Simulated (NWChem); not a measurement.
# CH7GaO (SMILES C[OH+][GaH3-]): levels of theory compared

Aim: a comparison of 4 runs (HF/STO-3G, HF/3-21G, B3LYP/6-31G*) of CH7GaO. 

The results are computed with NWChem 7.3.0.

### 1 The structure to begin with

CH7GaO has 10 atoms, charge 0, and is taken as a singlet. As SMILES, `C[OH+][GaH3-]`. Geometry: relaxed at PBE0-D4/def2-TZVP.

Bond lengths: C1–O2 1.428 Å, O2–Ga3 2.150 Å, C1–H4 1.091 Å, C1–H5 1.092 Å, C1–H6 1.088 Å, O2–H7 0.962 Å, Ga3–H8 1.583 Å, Ga3–H9 1.574 Å, Ga3–H10 1.577 Å. Some angles: C1–O2–Ga3 116.7°, C1–O2–H7 110.0°, Ga3–O2–H7 109.2°, O2–C1–H4 110.1°, O2–C1–H5 111.0°, O2–C1–H6 106.4°, O2–Ga3–H8 96.4°, O2–Ga3–H9 97.4°, O2–Ga3–H10 95.3°, H4–C1–H5 110.6°.

### 2 Energy and forces at HF/STO-3G (run 1)

Input file job.nw:

```
START job
TITLE "CH7GaO"
memory stack 880 mb heap 220 mb global 1100 mb
charge 0

GEOMETRY units angstrom noautosym nocenter noautoz
 C     -1.055000     0.642900    -0.678000
 O      0.339100     0.334800    -0.651200
 Ga     1.067900    -0.694300     1.089600
 H     -1.293600     1.225400    -1.569600
 H     -1.658400    -0.266900    -0.641500
 H     -1.254100     1.241400     0.208900
 H      0.581100    -0.164200    -1.437200
 H     -0.032900    -1.832300     1.095800
 H      0.908000     0.494100     2.109800
 H      2.481100    -1.032100     0.476500
END

BASIS spherical bse
 C library STO-3G
 O library STO-3G
 Ga library STO-3G
 H library STO-3G
END

SCF
 thresh 1e-08
 maxiter 80
END

TASK scf gradient
```

Command:

```console
nwchem job.nw > job.out
```

The log of the run:

```text
[...]
  functions       =    35
[...]
  wavefunction    = RHF
[...]
         Total SCF energy =  -2016.177800400243
      One-electron energy =  -3215.921266838412
      Two-electron energy =   1005.105715528257
 Nuclear repulsion energy =    194.637750909912
        Time for solution =      6.3s
[...]
                         RHF ENERGY GRADIENTS
    atom               coordinates                        gradient
                 x          y          z           x          y          z
   1 C      -1.993661   1.214905  -1.281234    0.005143  -0.001257   0.002982
   2 O       0.640806   0.632680  -1.230590   -0.020113   0.005993  -0.057522
   3 Ga      2.018038  -1.312037   2.059045   -0.001147  -0.001568   0.001200
   4 H      -2.444550   2.315670  -2.966114    0.001980   0.000050   0.001792
   5 H      -3.133922  -0.504368  -1.212259    0.002264   0.000407   0.001342
   6 H      -2.369905   2.345906   0.394764    0.002235  -0.001501  -0.001625
   7 H       1.098120  -0.310293  -2.715914   -0.001340   0.013340   0.026253
   8 H      -0.062172  -3.462545   2.070762   -0.041447  -0.046056   0.003709
   9 H       1.715871   0.933714   3.986944   -0.004810   0.045334   0.042984
  10 H       4.688599  -1.950386   0.900454    0.057234  -0.014741  -0.021114
[...]
```

It took 8.7 s on 1 thread of Intel Xeon Platinum 8259CL at 2.50GHz (Skylake/Cascade Lake), shared host; peak memory 0.1 GiB.

### 3 Energy and gradient at HF/3-21G (run 2)

Input file run.py:

```python
from ase import Atoms
from ase.calculators.nwchem import NWChem

mol = Atoms(['C', 'O', 'Ga', 'H', 'H', 'H', 'H', 'H', 'H', 'H'], positions=[
    [-1.055000, 0.642900, -0.678000],
    [0.339100, 0.334800, -0.651200],
    [1.067900, -0.694300, 1.089600],
    [-1.293600, 1.225400, -1.569600],
    [-1.658400, -0.266900, -0.641500],
    [-1.254100, 1.241400, 0.208900],
    [0.581100, -0.164200, -1.437200],
    [-0.032900, -1.832300, 1.095800],
    [0.908000, 0.494100, 2.109800],
    [2.481100, -1.032100, 0.476500],
])

calc = NWChem(
    label='calc',
    theory='scf',
    memory='2200 mb',
    basis='3-21G',
    basispar='spherical bse',
    scf={'nopen': '0', 'rhf': None, 'thresh': '1e-08', 'maxiter': '80'},
)
mol.calc = calc

forces = mol.get_forces()
e = mol.get_potential_energy()
print(f"E = {e:.6f} eV")
print("forces (eV/A):")
for s, f in zip(mol.symbols, forces):
    print(f"{s:2s} {f[0]:10.5f} {f[1]:10.5f} {f[2]:10.5f}")
print("dipole (e A):", mol.get_dipole_moment().round(4))
```

Command:

```console
export ASE_NWCHEM_COMMAND="nwchem PREFIX.nwi > PREFIX.nwo"
python run.py
```

The log of the run:

```text
E = -55238.263318 eV
forces (eV/A):
C    -1.54338    0.63249    0.15442
O     1.00798   -1.10547    0.79869
Ga   -0.23001    0.74336   -0.82219
H     0.05296   -0.21659    0.32514
H     0.20996    0.34946   -0.04520
H     0.03646   -0.21546   -0.35965
H     0.38633    0.02319   -0.27279
H    -0.14187   -0.18399    0.00936
H     0.00982    0.08459    0.23063
H     0.21176   -0.11164   -0.01841
dipole (e A): [-0.5841  0.2092 -0.7855]
```

The calculator wrote calc.nwi:

```
title "calc"

permanent_dir calc

scratch_dir calc

start calc

geometry units angstrom nocenter noautosym noautoz
  C  -1.0549999999999999e+00 6.4290000000000003e-01 -6.7800000000000005e-01
  O  3.3910000000000001e-01 3.3479999999999999e-01 -6.5120000000000000e-01
  Ga 1.0679000000000001e+00 -6.9430000000000003e-01 1.0895999999999999e+00
  H  -1.2936000000000001e+00 1.2254000000000000e+00 -1.5696000000000001e+00
  H  -1.6584000000000001e+00 -2.6690000000000003e-01 -6.4149999999999996e-01
  H  -1.2541000000000000e+00 1.2414000000000001e+00 2.0890000000000000e-01
  H  5.8109999999999995e-01 -1.6420000000000001e-01 -1.4372000000000000e+00
  H  -3.2899999999999999e-02 -1.8323000000000000e+00 1.0958000000000001e+00
  H  9.0800000000000003e-01 4.9409999999999998e-01 2.1097999999999999e+00
  H  2.4811000000000001e+00 -1.0321000000000000e+00 4.7649999999999998e-01
end

memory 2200 mb

basis spherical bse noprint
   * library 3-21G
end

scf
  nopen 0
  rhf
  thresh 1e-08
  maxiter 80
end

task scf gradient
```

calc.nwo:

```text
Northwest Computational Chemistry Package (NWChem) 7.3.0
             --------------------------------------------------------

           Job information
           ---------------

    nwchem branch   = 7.3.0
    use scalapack   = T
    input           = calc.nwi
    prefix          = calc.
    data base       = calc/calc.db
    status          = startup
    nproc           =        1

           Memory information
           ------------------

[... 5 lines left out ...]
    hardfail = no
[... 133 lines left out ...]
         Quadratically convergent ROHF
[... 14 lines left out ...]
       Final RHF  results
[... 4 lines left out ...]
      Two-electron energy =    996.299211910314
[... 45 lines left out ...]
                       ROHF Final Molecular Orbital Analysis
[... 271 lines left out ...]
                 ----------------------------------------
                 |  Time  |  1-e(secs)   |  2-e(secs)   |
                 ----------------------------------------
                 |  CPU   |       0.01   |       1.29   |
                 ----------------------------------------
                 |  WALL  |       0.01   |       1.29   |
                 ----------------------------------------

 Task  times  cpu:        5.3s     wall:        5.3s
 Total times  cpu:        5.4s     wall:        5.4s
```

Wall time 7.2 s (1 thread of Intel Xeon Platinum 8259CL at 2.50GHz (Skylake/Cascade Lake), shared host); peak memory 0.1 GiB.

Run 3 isn't shown in full; the table further down has it.

### 4 Energy and forces at B3LYP/6-31G(d) (Cartesian functions) (run 4)

Input file m1.nw:

```
start m1
memory 2200 mb
charge 0

geometry units angstroms noautosym nocenter noautoz
C       -1.055000       0.642900      -0.678000
O        0.339100       0.334800      -0.651200
Ga       1.067900      -0.694300       1.089600
H       -1.293600       1.225400      -1.569600
H       -1.658400      -0.266900      -0.641500
H       -1.254100       1.241400       0.208900
H        0.581100      -0.164200      -1.437200
H       -0.032900      -1.832300       1.095800
H        0.908000       0.494100       2.109800
H        2.481100      -1.032100       0.476500
end

basis
* library 6-31G*
end

dft
xc b3lyp
grid xfine
convergence energy 1e-08
iterations 100
mulliken
end

task dft gradient
```

Command:

```console
nwchem m1.nw > m1.out
```

The log of the run:

```text
[...]
          Wavefunction type:  closed shell.
          No. of atoms     :    10
          No. of electrons :    52
[...]
          Charge           :     0
          Spin multiplicity:     1
[...]
          AO basis - number of functions:    79
[...]
              XC Information
              --------------
                         B3LYP Method XC Potential
                     Hartree-Fock (Exact) Exchange  0.200
                        Slater Exchange Functional  0.800 local
                    Becke 1988 Exchange Functional  0.720 non-local
              Lee-Yang-Parr Correlation Functional  0.810
                  VWN I RPA Correlation Functional  0.190 local
[...]
 d= 0,ls=0.0,diis     1  -2042.0920155207 -2.24D+03  9.67D-03  9.12D-01     6.5
[...]
 d= 0,ls=0.0,diis    10  -2042.1393880248 -4.08D-10  1.75D-07  4.03D-10    53.3
         Total DFT energy =    -2042.139388024807
      One electron energy =    -3229.977655532891
           Coulomb energy =     1084.859114192401
    Exchange-Corr. energy =      -91.658597594228
 Nuclear repulsion energy =      194.637750909912
[...]
      Total Density - Mulliken Population Analysis
     ---------------------------------------------
    Atom       Charge   Shell Charges
 -----------   ------   -------------------------------------------------------
    1 C    6     6.23   1.99  0.69  2.08  0.59  0.83  0.05
    2 O    8     8.58   1.99  0.90  2.95  0.94  1.77  0.04
    3 Ga  31    31.13   2.00  1.99  6.00  1.95  5.99  1.32  1.58  0.10  0.22  6.85  2.94  0.19
    4 H    1     0.83   0.53  0.30
    5 H    1     0.82   0.53  0.29
    6 H    1     0.79   0.53  0.26
    7 H    1     0.55   0.47  0.08
    8 H    1     1.03   0.49  0.54
    9 H    1     1.02   0.49  0.53
   10 H    1     1.02   0.49  0.53
[...]
  wavefunction    = closed shell
[...]
```

Wall time 68 s (1 thread of Intel Xeon Platinum 8259CL at 2.50GHz (Skylake/Cascade Lake), shared host); peak memory 0.15 GiB.

### 5 The series

| run | level | iteration cap | module | energy (Eh) | dipole moment (D) | HOMO energy (eV) | LUMO energy (eV) | wall time |
| --- | --- | --- | --- | --- | --- | --- | --- | --- |
| 1 | HF/STO-3G | 80 | scf | -2016.177800 | 4.85 | -5.59 | 8.64 | 8.7 s |
| 2 | HF/3-21G | 80 | scf | -2029.968752 | 4.81 | -10.48 | 3.10 | 7.2 s |
| 3 | B3LYP/6-31G* (spherical functions) | 100 | dft | -2042.132634 | 4.35 | – | – | 66 s |
| 4 | B3LYP/6-31G* (Cartesian functions) | 100 | dft | -2042.139388 | 4.34 | -7.37 | -0.33 | 68 s |

### 6 Summary of results

| quantity | value |
| --- | --- |
| run 4: total energy | -2042.13939 Eh |
| run 4: dipole moment | 4.34 D |
| run 4: HOMO energy | -7.37 eV |
| run 4: LUMO energy | -0.33 eV |
| run 4: HOMO–LUMO gap | 7.04 eV |
| run 4: largest force on an atom | 0.438 eV/Å |

What this shows: The dipole moment (its size) runs from 4.34 D (B3LYP/6-31G*) to 4.85 D (HF/STO-3G). The two ends differ in method and basis. Over runs 1, 2, 4 the HOMO–LUMO gap runs from 7.04 eV (B3LYP/6-31G*) to 14.22 eV (HF/STO-3G). In run 1 the basis is minimal, so the values are rough. All runs together took 2.5 min, the longest 68 s.
